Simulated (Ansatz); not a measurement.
# Co2Sn: the cost of one run

Method: DFT PBE, scalar-relativistic, plane waves, PAW, in Ansatz 0.2.0.

### Step 1. The system as given

The structure is hexagonal, space group P6/mmm (No. 191). The conventional cell has a = 4.011 Å, b = 4.011 Å, c = 7.936 Å, α = 90.00°, β = 90.00°, γ = 120.00°. Around Co (site symmetry mmm) lie 6 Co at 2.01 Å. Around Co (site symmetry 6/mmm) lie 6 Co at 2.01 Å. Sn (site symmetry 6mm) has 1 Co at 2.52 Å and 1 Sn at 2.89 Å as nearest neighbours.

Structure file:

```xyz
6
Lattice="4.0112 0.0000 0.0000 -2.0056 3.4738 0.0000 0.0000 0.0000 7.9357" Properties=species:S:1:pos:R:3 pbc="T T T"
Co    2.0056    0.0000    3.9679
Co   -1.0028    1.7369    3.9679
Co    1.0028    1.7369    3.9679
Co    0.0000    0.0000    3.9679
Sn    0.0000    0.0000    1.4435
Sn    0.0000    0.0000    6.4923
```

Recipe of the guess: random cell by space group and Wyckoff sites (P6/mmm, No. 191). The dimensions are guesses.

### Step 2. Probe: one point on a coarse mesh

File input.yaml:

```yaml
crystal:
  lattice:
    - [4.01124173, 0.0, 0.0]
    - [-2.00562087, 3.47383724, 0.0]
    - [0.0, 0.0, 7.93572956]
  atoms:
    - { symbol: Co, position: [0.5, 0.0, 0.5], spin: 3.0 }
    - { symbol: Co, position: [0.0, 0.5, 0.5], spin: 3.0 }
    - { symbol: Co, position: [0.5, 0.5, 0.5], spin: 3.0 }
    - { symbol: Co, position: [0.0, 0.0, 0.5], spin: 3.0 }
    - { symbol: Sn, position: [0.0, 0.0, 0.18189258] }
    - { symbol: Sn, position: [0.0, 0.0, 0.81810742] }
basis:
  ecutwfc: 420
kpoints:
  mp_grid: { grid: [6, 6, 2] }
hamiltonian:
  xc: pbe
scf:
  occupations: { method: gaussian, width: 0.1 }
  lower_state_search: "off"
output:
  forces: true
  stress: true
  eigenvalues: true
  populations: true
magnetization:
  spin_polarized: true
```

Command:

```sh
> ansatz run input.yaml --threads 1 --pin off --max-ram 2560MiB --backend cpu --events-out ev --progress --plain --runs-dir out
```

What time and memory should one allow on 1 thread of Arm Neoverse V1, shared host?

About 25 s, with a peak of 0.47 GiB.
